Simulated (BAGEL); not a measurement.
**PBE0/cc-pVDZ (density fitting with qzvpp-jkfit) run of C2H4OSi (SMILES OC#C[SiH3])**

Aim: the energy change on altering one bond length of C2H4OSi at PBE0/cc-pVDZ (density fitting with qzvpp-jkfit), from 2 runs. 

The results are computed with BAGEL 1.2.2.

7 further runs of the same task are left out: 5 that didn't finish, 2 set aside as unsound or not needed.

### 1 The system as given

C2H4OSi has 8 atoms, charge 0, and is taken as a singlet. SMILES: `OC#C[SiH3]`. The coordinates come from a PBE0-D4/def2-TZVP relaxation.

Bond lengths: O1–C2 1.296 Å, C2–C3 1.208 Å, C3–Si4 1.808 Å, O1–H5 0.965 Å, Si4–H6 1.485 Å, Si4–H7 1.485 Å, Si4–H8 1.485 Å. Angles: O1–C2–C3 176.6°, C2–C3–Si4 179.5°, C2–O1–H5 110.6°, C3–Si4–H6 110.5°, C3–Si4–H7 109.4°, C3–Si4–H8 110.4°, H6–Si4–H7 108.9°, H6–Si4–H8 108.8°, H7–Si4–H8 108.9°.

### 2 The energy at PBE0/cc-pVDZ (density fitting with qzvpp-jkfit)

The input, job.json:

```json
{ "bagel": [

{
  "title": "molecule",
  "basis": "cc-pvdz.json",
  "df_basis": "qzvpp-jkfit",
  "angstrom": true,
  "geometry": [
    { "atom": "O", "xyz": [       2.579200,       0.927900,       0.488100 ] },
    { "atom": "C", "xyz": [       1.380900,       0.489600,       0.263100 ] },
    { "atom": "C", "xyz": [       0.263000,       0.053700,       0.119800 ] },
    { "atom": "Si", "xyz": [      -1.409600,      -0.594800,      -0.108400 ] },
    { "atom": "H", "xyz": [       2.920800,       1.394400,      -0.284700 ] },
    { "atom": "H", "xyz": [      -2.349500,       0.046300,       0.846200 ] },
    { "atom": "H", "xyz": [      -1.863400,      -0.311200,      -1.494000 ] },
    { "atom": "H", "xyz": [      -1.429300,      -2.063000,       0.114200 ] }
  ]
},

{
  "title": "ks",
  "xc_func": "pbe0"
},

{
  "title": "print",
  "file": "orbitals.molden",
  "orbitals": true
}

]}
```

The basis set cc-pVDZ is read from a file made from the Basis Set Exchange's data (not shown).

Run with:

```bash
BAGEL_NUM_THREADS=1 BAGEL job.json > job.out
```

Log:

```text
* using 1 threads per process

  ===============================================================
  ===============================================================

  *** Geometry ***

  { "atom" : "O", "xyz" : [      4.873982,      1.753477,      0.922375 ] },
  { "atom" : "C", "xyz" : [      2.609523,      0.925210,      0.497187 ] },
  { "atom" : "C", "xyz" : [      0.496998,      0.101478,      0.226389 ] },
  { "atom" : "Si", "xyz" : [     -2.663758,     -1.124009,     -0.204846 ] },
  { "atom" : "H", "xyz" : [      5.519512,      2.635034,     -0.538005 ] },
  { "atom" : "H", "xyz" : [     -4.439912,      0.087494,      1.599086 ] },
  { "atom" : "H", "xyz" : [     -3.521316,     -0.588083,     -2.823251 ] },
  { "atom" : "H", "xyz" : [     -2.700986,     -3.898505,      0.215807 ] },

  Number of auxiliary basis functions:      427

  Since a DF basis is specified, we compute 2- and 3-index integrals:
    o Being stored without compression. Storage requirement is 0.022 GB

  Number of basis functions:       80
  Number of electrons      :       38

    * METHOD: MOLECULE                             0.15

  *** Kohn-Sham DFT ***

    * Removing 12710 points whose weight is below 1.00e-10
    * Grid points: 106538

  === Nuclear Repulsion ===
   131.7541410043

       - DIIS with orbital gradients will be used.

  === KS iteration (pbe0 / cc-pvdz.json) ===
      0       -416.41369057          0.09500278           0.27
      1       -379.59193478          0.10605670           0.26
      2       -252.68576711          0.25948885           0.26
      3       -416.93386517          0.12575146           0.26
      4       -425.75923542          0.09173492           0.26
      5       -433.16132183          0.10514880           0.26
      6       -438.38541509          0.08888026           0.26
      7       -381.46004362          0.11294921           0.26
      8       -438.46113274          0.06985278           0.26
      9       -437.57077328          0.07150767           0.26
     10       -429.68484824          0.09632592           0.26
     11       -429.91061146          0.09420577           0.26
     12       -429.22310119          0.09835627           0.26
     13       -385.00107350          0.12790173           0.26
     14       -438.38354796          0.07156875           0.26
     15       -442.14463227          0.03795501           0.26
     16       -442.63147330          0.02318708           0.26
     17       -442.81788967          0.01562460           0.26
     18       -442.91445923          0.00915466           0.26
     19       -442.95468542          0.00151739           0.26
     20       -442.95564082          0.00073692           0.26
     21       -442.95591619          0.00013129           0.26
     22       -442.95592427          0.00002098           0.27
     23       -442.95592446          0.00000484           0.27
     24       -442.95592447          0.00000321           0.26
     25       -442.95592447          0.00000086           0.26
     26       -442.95592447          0.00000052           0.26
     27       -442.95592447          0.00000004           0.26
     28       -442.95592447          0.00000002           0.26
     29       -442.95592447          0.00000000           0.26
    * SCF iteration converged.

    * Permanent dipole moment:
           (   -0.639364,    -0.479813,     0.483668) a.u.

    * METHOD: KS                                   8.35

    * METHOD: PRINT                                0.01

  ===============================================================
```

It took 8.7 s on 1 thread of Arm Neoverse V2, shared host; peak memory 0.4 GiB.

### 3 The distorted shape, same level

The input, input.json:

```json
{ "bagel" : [

{
  "title" : "molecule",
  "basis" : "cc-pvdz.json",
  "df_basis" : "qzvpp-jkfit",
  "angstrom" : true,
  "geometry" : [
    { "atom" : "O", "xyz" : [    2.758970,    0.993654,    0.521855 ] },
    { "atom" : "C", "xyz" : [    1.380900,    0.489600,    0.263100 ] },
    { "atom" : "C", "xyz" : [    0.263000,    0.053700,    0.119800 ] },
    { "atom" : "Si", "xyz" : [   -1.409600,   -0.594800,   -0.108400 ] },
    { "atom" : "H", "xyz" : [    3.100570,    1.460154,   -0.250945 ] },
    { "atom" : "H", "xyz" : [   -2.349500,    0.046300,    0.846200 ] },
    { "atom" : "H", "xyz" : [   -1.863400,   -0.311200,   -1.494000 ] },
    { "atom" : "H", "xyz" : [   -1.429300,   -2.063000,    0.114200 ] }
  ]
},
{
  "title" : "ks",
  "xc_func" : "pbe0"
},
{
  "title" : "print",
  "file" : "orbitals.molden",
  "orbitals" : true
}

]}
```

The basis set cc-pVDZ is read from a file made from the Basis Set Exchange's data (not shown).

Run with:

```bash
BAGEL_NUM_THREADS=1 BAGEL input.json > input.out
```

Log:

```text
* using 1 threads per process

  ===============================================================
  ===============================================================

  *** Geometry ***

  { "atom" : "O", "xyz" : [      5.213698,      1.877734,      0.986163 ] },
  { "atom" : "C", "xyz" : [      2.609523,      0.925210,      0.497187 ] },
  { "atom" : "C", "xyz" : [      0.496998,      0.101478,      0.226389 ] },
  { "atom" : "Si", "xyz" : [     -2.663758,     -1.124009,     -0.204846 ] },
  { "atom" : "H", "xyz" : [      5.859228,      2.759291,     -0.474217 ] },
  { "atom" : "H", "xyz" : [     -4.439912,      0.087494,      1.599086 ] },
  { "atom" : "H", "xyz" : [     -3.521316,     -0.588083,     -2.823251 ] },
  { "atom" : "H", "xyz" : [     -2.700986,     -3.898505,      0.215807 ] },

  Number of auxiliary basis functions:      427

  Since a DF basis is specified, we compute 2- and 3-index integrals:
    o Being stored without compression. Storage requirement is 0.022 GB

  Number of basis functions:       80
  Number of electrons      :       38

    * METHOD: MOLECULE                             0.15

  *** Kohn-Sham DFT ***

    * Removing 12440 points whose weight is below 1.00e-10
    * Grid points: 106808

  === Nuclear Repulsion ===
   127.5084332741

       - DIIS with orbital gradients will be used.

  === KS iteration (pbe0 / cc-pvdz.json) ===
      0       -416.98944521          0.09020186           0.28
      1       -381.04247500          0.10494648           0.27
      2       -256.70987103          0.26048204           0.26
      3       -418.70409830          0.11656620           0.26
      4       -427.68398685          0.08449370           0.27
      5       -435.43524639          0.10240024           0.27
      6       -440.96728127          0.06231286           0.26
      7       -395.06963756          0.15732271           0.26
      8       -442.60485988          0.02287624           0.27
      9       -442.86958009          0.01079773           0.27
     10       -442.87100635          0.01178695           0.26
     11       -442.92027477          0.00477304           0.27
     12       -442.93048827          0.00094686           0.26
     13       -442.93097131          0.00017063           0.26
     14       -442.93098674          0.00003186           0.26
     15       -442.93098716          0.00000518           0.27
     16       -442.93098718          0.00000160           0.27
     17       -442.93098718          0.00000051           0.26
     18       -442.93098718          0.00000037           0.27
     19       -442.93098718          0.00000008           0.26
     20       -442.93098718          0.00000006           0.27
     21       -442.93098718          0.00000001           0.27
     22       -442.93098718          0.00000000           0.26
    * SCF iteration converged.

    * Permanent dipole moment:
           (   -0.261610,    -0.328854,     0.522562) a.u.

    * METHOD: KS                                   6.58

    * METHOD: PRINT                                0.01

  ===============================================================
```

Run time: 6.9 s. Hardware: 1 thread of Arm Neoverse V2, shared host; peak memory 0.4 GiB.

### 4 Results

Level: PBE0/cc-pVDZ (density fitting with qzvpp-jkfit).

| quantity | value |
| --- | --- |
| first shape: total energy | -442.95592 Eh |
| first shape: dipole moment | 2.37 D |
| first shape: HOMO energy | -7.13 eV |
| first shape: LUMO energy | 0.51 eV |
| first shape: HOMO–LUMO gap | 7.64 eV |
| distorted shape: total energy | -442.93099 Eh |
| distorted shape: dipole moment | 1.70 D |
| distorted shape: HOMO energy | -7.64 eV |
| distorted shape: LUMO energy | 0.31 eV |
| distorted shape: HOMO–LUMO gap | 7.96 eV |
| energy change with the O1–C2 bond stretched from 1.296 to 1.490 Å | 0.679 eV |

In words: With the O1–C2 bond stretched from 1.296 to 1.490 Å the energy rises by 0.68 eV (15.6 kcal/mol). The first shape isn't relaxed at this level, so the change isn't measured from a minimum.
